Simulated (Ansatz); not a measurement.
## K, space group Cmcm: a scan of the energy under strain, step by step

Computed with the Ansatz DFT code, driven from Python.

Run as a notebook:

In [1]:
```python
import ansatz
import numpy as np

VECTORS = np.array([
    [2.437962, -4.04761, 0.0],
    [2.437962, 4.04761, 0.0],
    [0.0, 0.0, 7.811798],
])
SITES = [
    ("K", (0.820613, 0.179387, 0.25)),
    ("K", (0.179387, 0.820613, 0.75)),
]
```

In [2]:
```python
def crystal_on(cell):
    crystal = ansatz.Crystal(lattice=ansatz.Lattice.of(cell))
    for symbol, position in SITES:
        crystal = crystal.atom(symbol, position)
    return crystal
```

In [3]:
```python
values = np.linspace(-0.05, 0.05, 5)
energies = []
for d in values:
    strain = np.diag([0, 0, d])
    cell = VECTORS @ (np.eye(3) + strain)
    job = (
        crystal_on(cell).calculation()
        .functional("r2SCAN")
        .basis(380)
        .occupations("Fermi-Dirac")
        .kpoints(8, 8, 5)
    )
    rep = job.run(threads=1, pin="off").report
    energies.append(rep["free_energy_ev"] / len(SITES))
    print(f"d = {d:+.4f}  F = {energies[-1]:.5f} eV/atom")
energies = np.array(energies)
```
```text
DeckWarning: basis.ecutwfc = 380 eV is below the records' recommended 500 eV, and the density's cutoff is lower with it unless basis.ecutrho_ratio is high enough to keep the records' density cutoff: compare with a run at a higher cutoff
d = -0.0500  F = -1542.48355 eV/atom
d = -0.0250  F = -1542.48666 eV/atom
d = +0.0000  F = -1542.48752 eV/atom
d = +0.0250  F = -1542.48630 eV/atom
d = +0.0500  F = -1542.48317 eV/atom
```

In [4]:
```python
for value, e in zip(values, energies):
    print(f"strain {value:7.3f}   E - Emin = {1000 * (e - energies.min()):9.3f} meV/atom")
curvature = 2 * np.polyfit(values, energies, 3)[1]
volume = abs(np.linalg.det(VECTORS)) / len(SITES)
print(f"d2E/dd2 over the volume: {curvature / volume * 160.21766:.1f} GPa")
```
```text
strain  -0.050   E - Emin =     3.965 meV/atom
strain  -0.025   E - Emin =     0.860 meV/atom
strain   0.000   E - Emin =     0.000 meV/atom
strain   0.025   E - Emin =     1.219 meV/atom
strain   0.050   E - Emin =     4.346 meV/atom
d2E/dd2 over the volume: 6.9 GPa
```

Against the unstrained cell the energy per atom changes by +3.97 meV at one end of the scan and +4.35 meV at the other, and its second derivative over the volume is 6.9 GPa.

What to keep in mind:
- These settings explore the input space; cutoff and mesh may be short of convergence.
- The cutoff lies under the one recommended for these potentials.
- Under the recommended cutoff a pressure can be off by several GPa, even in sign.
- The curvature belongs to this strain pattern and to the cell's stress; it equals a single elastic constant only for simple patterns.
- In a metal a curvature from energy changes of a few meV or less hangs on mesh and smearing, in size and even in sign.
- This isn't the structure that K takes at ambient conditions.
- Warnings are shown shortened and without file and line.
- The ions keep their fractional positions (clamped ions).
- Run time: 55 s on 1 thread of Arm Neoverse V1, on a shared host, peak memory 0.61 GiB.
